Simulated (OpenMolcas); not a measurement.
**Au⁶⁺ among point charges: CASSCF and CASPT2 levels and susceptibility, part 1 of 2**

How does a field of 6 point charges split the states of Au⁶⁺, and what χT follows?

Method: state-averaged CASSCF and CASPT2, spin-orbit coupling by RASSI with atomic mean-field integrals. Code: OpenMolcas 26.06.

**1. Starting point**

```
Species                           : Au⁶⁺ (gold, Z = 79, 73 electrons)
Basis                             : ANO-RCC-VDZP [7s6p4d2f], 59 functions
Scalar Hamiltonian                : DKH2, point nucleus
Inactive shells                   : 1s 2s 2p 3s 3p 3d 4s 4p 4d 4f 5s 5p
Active space                      : 5 electrons in 5 orbitals (5d)
Some configurations of this space : 5d⁵
Orbitals                          : optimised for each spin and parity, averaged over all roots
```

The outer shells:

5d5
```
5d [↑ ][↑ ][↑ ][↑ ][↑ ]
```

The ion sits among 6 point charges of -1.7 e arranged as a tetragonal octahedron (D4h), 1.79 Å from the ion, with the axial distance 1.557 Å.

Each step is its own input file, run in one work folder so that later steps find the files of earlier ones. Labels, J, g values, rates, χT and fits are worked out afterwards by a script from the matrices that RASSI stores. The input lists half of the charges; inversion (Group=XYZ) makes the rest.

**2. Basis and integrals**

The input, a.inp:

```
&GATEWAY
Coord
1

Au 0.0 0.0 0.0
Basis=ANO-RCC-VDZP
Group=XYZ
NoMove
AngMom=0.0 0.0 0.0
AMFI
XField
3 Angstrom 0
1.790000 0.000000 0.000000 -1.700000
0.000000 1.790000 0.000000 -1.700000
0.000000 0.000000 1.557300 -1.700000
&SEWARD
```

Run with:

```sh
OMP_NUM_THREADS=1 MOLCAS_MEM=1689 MOLCAS_PROJECT=a pymolcas a.inp > a.log
```

The log of the run:

```text
Basis set label: AU.ANO-RCC...7S6P4D2F.

      Electronic valence basis set:
      ------------------
      Associated Effective Charge  79.000000 au
      Associated Actual Charge     79.000000 au
      Nuclear Model: Point charge

      Shell  nPrim  nBasis  Cartesian Spherical Contaminant
         s      24       7        X
         p      21       6        X
         d      15       4                 X
         f      11       2                 X
                  Relativistic Douglas-Kroll-Hess integrals:
                    - DKH order of Hamiltonian: 2
                    - DKH order of Properties : 0
                  Atomic mean-field integrals
```

**3. CASSCF: sextets of even parity, 1 root**

The input, a.inp:

```
&RASSCF
FileOrb=start.orb
Symmetry=1
Spin=6
nActEl=5 0 0
Inactive=15 19
Ras2=5 0
CIRoot=1 1 1
SDav=1
CIMx=300
Iter=120 100
PrWF=0.3
OrbListing=Nothing
MaxOrb=0
>>> COPY $Project.JobIph JOB001
```

Run with:

```sh
OMP_NUM_THREADS=1 MOLCAS_MEM=1689 MOLCAS_PROJECT=a pymolcas a.inp > a.log
```

start.orb holds the contracted functions of the basis, ordered by shell, or the orbitals of the step before.

The log of the run:

```text
Wave function specifications:
      -----------------------------

      Number of closed shell electrons          68
      Number of electrons in active shells       5
      Max number of holes in RAS1 space          0
      Max nr of electrons in RAS3 space          0
      Number of inactive orbitals               34
      Number of active orbitals                  5
      Number of secondary orbitals              20
      Spin quantum number                      2.5
      State symmetry                             1
Orbital specifications:
      -----------------------

      Symmetry species                           1   2
                                                ag  au
      Frozen orbitals                            0   0
      Inactive orbitals                         15  19
      Active orbitals                            5   0
      RAS1 orbitals                              0   0
      RAS2 orbitals                              5   0
      RAS3 orbitals                              0   0
      Secondary orbitals                         7  13
      Deleted orbitals                           0   0
      Number of basis functions                 27  32
      Number of CSFs                             1
      Number of root(s) required                 1
      Iter CI   SX   CI       RASSCF       Energy    max ROT     max BLB   max BLB  Level Ln srch  Step   QN
          iter iter root      energy       change     param      element    value   shift minimum  type update
 Nr of preliminary CI iterations:   1
      Total energies have been shifted. Add               -19000.00 au
        1   1    7    1    -3.00147475    0.00E+00   2.51E-01*  18  25 1  6.84E-01*  0.00   0.00    SX    NO
        2   1    6    1    -3.91882557   -9.17E-01*  4.00E-02   11  27 2 -1.29E-01*  0.00   0.00    SX    NO
        3   1    5    1    -3.94592674   -2.71E-02*  1.72E-03    7  23 2  1.30E-02*  0.00   0.00    SX    NO
        4   1    5    1    -3.94602908   -1.02E-04*  3.92E-04   17  23 2  2.19E-03*  0.00   0.00    SX    NO
        5   1    4    1    -3.94603274   -3.66E-06*  1.29E-04   16  32 2  5.20E-04*  0.00   0.78    QN   YES
        6   1    3    1    -3.94603310   -3.65E-07* -3.24E-06   17  23 2  1.97E-05   0.00   1.01    QN   YES
        7   1    2    1    -3.94603310   -3.82E-10  -4.51E-07   17  20 2 -2.28E-06   0.00   1.14    QN   YES
      Convergence after  7 iterations
        8   1    2    1    -3.94603310    7.28E-12  -4.51E-07   19  25 2 -7.61E-08   0.00   1.14    QN   YES
      Natural orbitals and occupation numbers for root  1
      sym 1:   1.000000   1.000000   1.000000   1.000000   1.000000
::    RASSCF root number  1 Total energy: -19003.94603310
```

**4. Reference wave functions, quartets of even parity, 24 roots**

The input, a.inp:

```
&RASSCF
FileOrb=start.orb
Symmetry=1
Spin=4
nActEl=5 0 0
Inactive=15 19
Ras2=5 0
CIRoot=24 24 1
SDav=24
CIMx=300
Iter=120 100
PrWF=0.3
OrbListing=Nothing
MaxOrb=0
>>> COPY $Project.JobIph JOB002
```

The log of the run, cut to the lines that bear on the results:

```text
[...]
      Number of active orbitals                  5
[...]
      Spin quantum number                      1.5
[...]
      Active orbitals                            5   0
[...]
      Number of CSFs                            24
      Number of root(s) required                24
[...]
      Convergence after  7 iterations
[...]
      Natural orbitals and occupation numbers for root  1
      sym 1:   0.990252   1.009168   0.053735   1.945226   1.001620
      Natural orbitals and occupation numbers for root  2
      sym 1:   0.990252   1.945226   0.053735   1.009168   1.001620
      Natural orbitals and occupation numbers for root  3
      sym 1:   1.869713   1.000000   0.130287   1.000000   1.000000
::    RASSCF root number  1 Total energy: -19003.84714493
::    RASSCF root number  2 Total energy: -19003.84714493
::    RASSCF root number  3 Total energy: -19003.84630337
[...]
::    RASSCF root number 21 Total energy: -19003.68190517
::    RASSCF root number 22 Total energy: -19003.68190517
::    RASSCF root number 23 Total energy: -19003.67461090
::    RASSCF root number 24 Total energy: -19003.64249001
```

**5. CASSCF: doublets of even parity, 75 roots**

The input, a.inp:

```
&RASSCF
FileOrb=start.orb
Symmetry=1
Spin=2
nActEl=5 0 0
Inactive=15 19
Ras2=5 0
CIRoot=75 75 1
SDav=75
CIMx=300
Iter=120 100
PrWF=0.3
OrbListing=Nothing
MaxOrb=0
>>> COPY $Project.JobIph JOB003
```

Run with:

```sh
OMP_NUM_THREADS=1 MOLCAS_MEM=1689 MOLCAS_PROJECT=a pymolcas a.inp > a.log
```

The log of the run, cut to the lines that bear on the results:

```text
[...]
      Number of active orbitals                  5
[...]
      Spin quantum number                      0.5
[...]
      Active orbitals                            5   0
[...]
      Number of CSFs                            75
      Number of root(s) required                75
[...]
      Convergence after  6 iterations
[...]
      Natural orbitals and occupation numbers for root  1
      sym 1:   1.875660   1.068974   0.142856   0.042645   1.869865
      Natural orbitals and occupation numbers for root  2
      sym 1:   1.068974   1.875660   0.042645   0.142856   1.869865
      Natural orbitals and occupation numbers for root  3
      sym 1:   1.690036   1.690036   0.051753   0.343192   1.224982
::    RASSCF root number  1 Total energy: -19003.80572087
::    RASSCF root number  2 Total energy: -19003.80572087
::    RASSCF root number  3 Total energy: -19003.79224636
[...]
::    RASSCF root number 27 Total energy: -19003.70589648
::    RASSCF root number 28 Total energy: -19003.69406924
::    RASSCF root number 29 Total energy: -19003.69088942
::    RASSCF root number 30 Total energy: -19003.69088942
```

**6. State interaction with spin-orbit coupling**

The input, a.inp:

```
&RASSI
NrOfJobIphs=3 1 24 75
1
1 2 3 4 5 6 7 8 9 10 11 12 13 14 15 16 17 18 19 20 21 22 23 24
1 2 3 4 5 6 7 8 9 10 11 12 13 14 15 16 17 18 19 20 21 22 23 24 25 26 27
28 29 30 31 32 33 34 35 36 37 38 39 40 41 42 43 44 45 46 47 48 49 50 51
52 53 54 55 56 57 58 59 60 61 62 63 64 65 66 67 68 69 70 71 72 73 74 75
IphNames
JOB001
JOB002
JOB003
EJob
SpinOrbit
DIPRint=1.0
SOCoupling=1000.0
Subsets=2
Property=9
'ANGMOM' 1 'ANGMOM' 2 'ANGMOM' 3 'MLTPL  1' 1 'MLTPL  1' 2 'MLTPL  1' 3
'AMFI' 1 'AMFI' 2 'AMFI' 3
SOProperty=3
'ANGMOM' 1 'ANGMOM' 2 'ANGMOM' 3
```

The log of the run:

```text
SPIN-FREE ENERGIES:
  (Shifted by EMIN (a.u.) =     -19003.9460331043)

 SF State       Relative EMIN(au)   Rel lowest level(eV)    D:o, cm**(-1)      L_eff

     1             0.0000000000        0.0000000000              0.0000         0.0
     2             0.0988881704        2.6908841996          21703.4447         3.2
     3             0.0988881704        2.6908841996          21703.4447         3.2
     4             0.0997297322        2.7137842634          21888.1462         3.3
     5             0.1205937839        3.2815240339          26467.2763         3.3
     6             0.1306520105        3.5552223208          28674.8018         3.7
     7             0.1394862179        3.7956133501          30613.6862         3.9
     8             0.1394862179        3.7956133501          30613.6862         3.9
    26             0.1403122374        3.8180904857          30794.9766         4.8
    27             0.1403122374        3.8180904857          30794.9766         4.8
     9             0.1453545233        3.9552980753          31901.6304         4.0
    10             0.1465023586        3.9865322659          32153.5511         4.0
    28             0.1537867491        4.1847506280          33752.2901         5.0
    11             0.1608034213        4.3756840068          35292.2716         3.0
    12             0.1650553962        4.4913861384          36225.4722         2.5
    14             0.1679106039        4.5690802981          36852.1179         2.4
    13             0.1679106039        4.5690802981          36852.1179         2.4
    29             0.1697907155        4.6202407394          37264.7547         5.2
    30             0.1697907155        4.6202407394          37264.7547         5.2
    31             0.1732913310        4.7154973414          38033.0510         5.1
    32             0.1766209957        4.8061021325          38763.8279         5.0
    33             0.1772863876        4.8242083702          38909.8646         5.3
    34             0.1778329105        4.8390800161          39029.8125         5.1
    35             0.1778329105        4.8390800161          39029.8125         5.1
    15             0.1809204254        4.9230955744          39707.4437         2.0
    36             0.1916145007        5.2140961898          42054.5219         4.9
    16             0.1933437231        5.2611507288          42434.0424         2.3
    37             0.1965833133        5.3493044687          43145.0502         5.3
    38             0.1977908430        5.3821630254          43410.0724         4.1
    39             0.2038608949        5.5473375514          44742.2948         5.8
    17             0.2062730795        5.6129764372          45271.7081         2.2
    18             0.2062730795        5.6129764372          45271.7081         2.2
    40             0.2080009443        5.6599940359          45650.9306         4.6
    41             0.2080009443        5.6599940359          45650.9306         4.6
    42             0.2085711044        5.6755088820          45776.0663         4.3
    43             0.2118241253        5.7640280885          46490.0218         4.3
    44             0.2208401698        6.0093671590          48468.8149         4.8
    45             0.2219569654        6.0397567157          48713.9232         4.2
    46             0.2225217972        6.0551265712          48837.8894         4.2
    47             0.2296464066        6.2489970687          50401.5604         4.4
Eigenvalues of complex Hamiltonian:
   -----------------------------------
  (Shifted by EMIN (a.u.) =     -19003.9460331043)

 SO State       Relative EMIN(au)   Rel lowest level(eV)    D:o, cm**(-1)     J-value

     1            -0.0404881559        0.0000000000              0.0000         1.5
     2            -0.0404881559        0.0000000000              0.0000         1.5
     3            -0.0384787373        0.0546790656            441.0164         2.0
     4            -0.0384787373        0.0546790656            441.0164         2.0
     5            -0.0341077910        0.1736185726           1400.3282         2.5
     6            -0.0341077910        0.1736185726           1400.3282         2.5
     7             0.0272787282        1.8440308582          14873.1119         2.2
     8             0.0272787282        1.8440308582          14873.1119         2.2
     9             0.0415302663        2.2318349658          18000.9630         2.3
    10             0.0415302663        2.2318349658          18000.9630         2.3
    11             0.0596106224        2.7238265176          21969.1425         2.4
    12             0.0596106224        2.7238265176          21969.1425         2.4
    13             0.0639748318        2.8425827072          22926.9757         2.9
    14             0.0639748318        2.8425827072          22926.9757         2.9
    15             0.0724966899        3.0744742773          24797.3074         2.8
    16             0.0724966899        3.0744742773          24797.3074         2.8
    17             0.0802734205        3.2860898998          26504.1025         3.5
    18             0.0802734205        3.2860898998          26504.1025         3.5
    19             0.0841422900        3.3913671997          27353.2212         2.7
    20             0.0841422900        3.3913671997          27353.2212         2.7
    21             0.0867819010        3.4631946744          27932.5488         3.2
    22             0.0867819010        3.4631946744          27932.5488         3.2
    23             0.0875765465        3.4848180810          28106.9533         2.5
    24             0.0875765465        3.4848180810          28106.9533         2.5
    25             0.0930746694        3.6344296260          29313.6518         2.8
    26             0.0930746694        3.6344296260          29313.6518         2.8
    27             0.0965642357        3.7293855621          30079.5231         3.1
    28             0.0965642357        3.7293855621          30079.5231         3.1
    29             0.0995162897        3.8097150436          30727.4241         3.2
    30             0.0995162897        3.8097150436          30727.4241         3.2
    31             0.1010947564        3.8526673110          31073.8575         3.5
    32             0.1010947564        3.8526673110          31073.8575         3.5
    33             0.1074647079        4.0260025213          32471.9002         3.3
    34             0.1074647079        4.0260025213          32471.9002         3.3
    35             0.1138702026        4.2003049132          33877.7438         4.0
    36             0.1138702026        4.2003049132          33877.7438         4.0
    37             0.1139699175        4.2030182932          33899.6287         4.0
    38             0.1139699175        4.2030182932          33899.6287         4.0
    39             0.1142177390        4.2097618599          33954.0192         4.4
    40             0.1142177390        4.2097618599          33954.0192         4.4
    41             0.1209471034        4.3928771938          35430.9440         3.6
Weights of the five most important spin-orbit-free states for each spin-orbit state.

 SO State  Total energy (au)           Spin-free states, spin, and weights
 -------------------------------------------------------------------------------------------------------
    1        -0.040488       1 2.5  0.6783    3 1.5  0.0710    2 1.5  0.0710   17 1.5  0.0234   18 1.5  0.0234
    2        -0.040488       1 2.5  0.6783    3 1.5  0.0710    2 1.5  0.0710   17 1.5  0.0234   18 1.5  0.0234
    3        -0.038479       1 2.5  0.7112    3 1.5  0.0579    2 1.5  0.0579    5 1.5  0.0288   16 1.5  0.0232
    4        -0.038479       1 2.5  0.7112    3 1.5  0.0579    2 1.5  0.0579    5 1.5  0.0288   16 1.5  0.0232
    5        -0.034108       1 2.5  0.7935    5 1.5  0.0536   16 1.5  0.0492    2 1.5  0.0190    3 1.5  0.0190
    6        -0.034108       1 2.5  0.7935    5 1.5  0.0536   16 1.5  0.0492    2 1.5  0.0190    3 1.5  0.0190
    7         0.027279       1 2.5  0.1873    4 1.5  0.1050   26 0.5  0.0886   27 0.5  0.0886   31 0.5  0.0487
    8         0.027279       1 2.5  0.1873    4 1.5  0.1050   26 0.5  0.0886   27 0.5  0.0886   31 0.5  0.0487
    9         0.041530       1 2.5  0.1512    4 1.5  0.1476    2 1.5  0.1092    3 1.5  0.1092   43 0.5  0.0578
   10         0.041530       1 2.5  0.1512    4 1.5  0.1476    2 1.5  0.1092    3 1.5  0.1092   43 0.5  0.0578
   11         0.059611       4 1.5  0.5949    6 1.5  0.1319   12 1.5  0.0284    8 1.5  0.0283    7 1.5  0.0283
   12         0.059611       4 1.5  0.5949    6 1.5  0.1319   12 1.5  0.0284    8 1.5  0.0283    7 1.5  0.0283
```

Time for these steps: 25 s (1 thread of Arm Neoverse V1, shared host).

States without spin-orbit coupling:

```csv
state,degeneracy,E (cm-1),free-ion L (%)
6A1,1,0,S (100)
4E,2,21703,G (59)
4B2,1,21888,G (49)
4A2,1,26467,G (67)
4B1,1,28675,G (76)
4E,2,30614,G (91)
2E,2,30795,I (39)
4A1,1,31902,G (100)
4A1,1,32154,G (100)
2B2,1,33752,I (48)
4B2,1,35292,D (56)
4B1,1,36225,D (75)
4E,2,36852,D (72)
2E,2,37265,I (58)
2B1,1,38033,I (64)
2A1,1,38764,I (43)
2A2,1,38910,I (51)
2E,2,39030,I (58)
4A1,1,39707,D (100)
2B2,1,42055,I (49)
4A2,1,42434,P (67)
2B1,1,43145,I (59)
2A2,1,43410,F (50)
2A1,1,44742,I (91)
```

With spin-orbit coupling:

```tsv
E (cm-1)	Degeneracy	Label	2S+1	g
0.0	2	E3/2	6	3.35 3.35 6.02
441.0	2	E3/2	6	2.30 3.44 3.44
1400	2	E1/2	6	1.90 5.69 5.69
14873	2	E3/2	2	0.09 2.47 2.47
18001	2	E3/2	4	1.31 3.29 3.29
21969	2	E1/2	4	0.14 0.14 8.45
22927	2	E1/2	4	0.51 0.51 0.65
24797	2	E3/2	4	0.51 1.30 1.30
26504	2	E1/2	4	0.74 0.74 1.49
27353	2	E3/2	4	0.36 0.36 3.26
27933	2	E1/2	4	0.04 0.04 2.87
28107	2	E3/2	4	0.58 1.97 1.97
29314	2	E1/2	4	0.51 0.51 8.75
30080	2	E3/2	4	2.12 2.33 2.33
30727	2	E3/2	4	0.30 0.30 5.05
31074	2	E1/2	4	0.44 0.91 0.91
32472	2	E1/2	4	0.47 0.47 3.61
33878	2	E1/2	4	0.48 0.48 2.85
33900	2	E3/2	4	1.74 1.74 2.51
33954	2	E3/2	4	0.07 0.07 5.03
35431	2	E3/2	4	0.03 0.03 3.64
35592	2	E1/2	4	3.44 3.44 4.12
35834	2	E3/2	4	2.58 2.58 2.67
37156	2	E1/2	4	0.80 0.80 1.96
```

The table of states holds 24 of 76 computed; the rest, higher up, is left out. Principal g values are given for doublets only; a zero marks a field direction without first-order Zeeman splitting.

Powder χT (cm³ K/mol): 1.84 at 2 K, 1.86 at 5 K, 1.88 at 10 K, 1.93 at 20 K, 2.09 at 50 K, 2.34 at 100 K, 2.57 at 150 K, 2.75 at 200 K, 2.89 at 250 K, 3.01 at 300 K.

(Continued in part 2 of 2.)
